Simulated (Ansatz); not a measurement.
# Os (Osmium): the cost of one run

Computed with the Python package of Ansatz 0.2.0. Level of theory: DFT PBE, plane waves, PAW.

### Step 1. Starting point

The structure is hexagonal, space group P6_3/mmc (No. 194). Conventional cell: a = 2.734 Å, b = 2.734 Å, c = 4.320 Å, α = 90.00°, β = 90.00°, γ = 120.00°. Around Os (site symmetry -6m2) lie 12 Os at 2.68 to 2.73 Å.

The script holds or builds the structure itself.

### Step 2. Script

ecut_os.py

```python
"""Cutoff test for Os."""

import ansatz as az
from pymatgen.core import Lattice, Structure
from pymatgen.io.ase import AseAtomsAdaptor

pmg_structure = Structure(
    Lattice([[2.7341, 0.0, 0.0], [-1.3671, 2.3678, 0.0], [0.0, 0.0, 4.3197]]),
    ["Os", "Os"],
    [
        [1 / 3, 2 / 3, 0.25],
        [2 / 3, 1 / 3, 0.75],
    ],
)
material = az.Crystal.from_ase(AseAtomsAdaptor.get_atoms(pmg_structure))

model = (
    material.calculation()
    .kpoints(10, 10, 6, center="gamma")
    .occupations("Fermi-Dirac")
    .forces()
    .stress()
)

rows = []
for value in [250, 300, 350, 400]:
    data = model.basis(value).run(threads=1).report
    rows.append((value, data["free_energy_ev"] / len(data["lattice"]["sites"]), data["n_iterations"], sum(data["stress_gpa"][i][i] for i in range(3)) / 3, max(abs(f) for row in data["forces_ev_ang"] for f in row), data["n_pw"]))

print(" cutoff (eV)   F/atom (eV)    iterations       P (GPa)  max force (eV/A)   plane waves")
for row in rows:
    print(f"{str(row[0]):>12s}  {row[1]:12.5f}  {row[2]:12d}  {row[3]:12.3f}  {row[4]:16.4f}  {row[5]:12d}")

# the last row is the reference
for row in rows[:-1]:
    shift = 1000 * (row[1] - rows[-1][1])
    print(f"{row[0]}: {shift:+.2f} meV/atom" + ("  (within 5 meV)" if abs(shift) < 5 else ""))
```

### Step 3. What the engine is handed

The package turns the script's settings into the engine's input (first run):

```yaml
crystal:
  lattice:
    - [2.7341, 0.0, 0.0]
    - [-1.3671, 2.3678, 0.0]
    - [0.0, 0.0, 4.3197]
  atoms:
    - { symbol: Os, position: [0.3333333333333333, 0.6666666666666666, 0.25] }
    - { symbol: Os, position: [0.6666666666666666, 0.3333333333333333, 0.75] }
basis:
  ecutwfc: 250.0
kpoints:
  mp_grid:
    grid: [10, 10, 6]
    shift: [0.0, 0.0, 0.0]
scf:
  occupations:
    method: fermi_dirac
output:
  forces: true
  stress: true
```

### Step 4. Launch

Started as:

```sh
$ python ecut_os.py
```

Q: Estimate wall time and peak memory on 1 thread of Arm Neoverse N1, shared host.

About 28 s, with a peak of 0.48 GiB.
